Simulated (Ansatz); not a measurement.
# Ga2H6S2: the cost of one run

The runs use Ansatz 0.2.0, Gaussian basis; the settings change from run to run.

## Step 1: The molecule

The geometry comes from an earlier relaxation with PBE0-D4 in a triple-zeta def2 set; it is a stationary point, not always the lowest conformer.

SMILES `[SH+]1[GaH2-][SH+][GaH2-]1`, 10 atoms, charge 0, spin multiplicity 1.

Atoms are counted from 1 here; the program's logs count them from 0.

Bond lengths: S1–Ga2 2.404 Å, S1–Ga4 2.404 Å, S1–H5 1.343 Å, Ga2–S3 2.404 Å, Ga2–H6 1.559 Å, Ga2–H7 1.560 Å, S3–Ga4 2.404 Å, S3–H8 1.343 Å, Ga4–H9 1.559 Å, Ga4–H10 1.560 Å. Angles: Ga2–S1–Ga4 84.2°, Ga2–S1–H5 95.9°, Ga4–S1–H5 95.9°, S1–Ga2–S3 94.5°, S1–Ga2–H6 105.2°, S1–Ga2–H7 108.4°, S3–Ga2–H6 105.2°, S3–Ga2–H7 108.4°, H6–Ga2–H7 129.5°, Ga2–S3–Ga4 84.2°, Ga2–S3–H8 95.9°, Ga4–S3–H8 95.9°, S1–Ga4–S3 94.5°, S1–Ga4–H9 105.2°, S1–Ga4–H10 108.4°, S3–Ga4–H9 105.2°, S3–Ga4–H10 108.4°, H9–Ga4–H10 129.5°.

## Step 2: PBE-QIDH/def2-TZVPP

This run has the search for lower states set to full.

Input file in.yaml:

```yaml
crystal:
  periodic: [false, false, false]
  atoms:
    - {symbol: S, position_ang: [-0.542065, 1.329630, -1.015540]}
    - {symbol: Ga, position_ang: [0.733145, -0.687089, -1.306165]}
    - {symbol: S, position_ang: [0.474872, -1.401503, 0.974346]}
    - {symbol: Ga, position_ang: [-1.195427, 0.324527, 1.067897]}
    - {symbol: H, position_ang: [0.465206, 2.058906, -0.508101]}
    - {symbol: H, position_ang: [-0.182553, -1.634516, -2.138548]}
    - {symbol: H, position_ang: [2.226654, -0.296894, -1.533851]}
    - {symbol: H, position_ang: [1.475243, -0.653687, 1.468273]}
    - {symbol: H, position_ang: [-2.545395, -0.395112, 0.770078]}
    - {symbol: H, position_ang: [-0.826581, 1.304640, 2.224612]}
basis:
  gaussian: {orbitals: def2-TZVPP}
hamiltonian: {xc: {name: PBE-QIDH}}
scf: {lower_state_search: full}
output: {forces: true}
```

Started as:

```console
> ansatz run in.yaml --threads 4 --pin off --events-out ev --progress --plain --max-ram 11315MiB
```

**Question.** How long does this run take on 4 threads of Arm Neoverse V2, shared host, and how much memory does it need?

About 22 s, with a peak of 0.94 GiB.
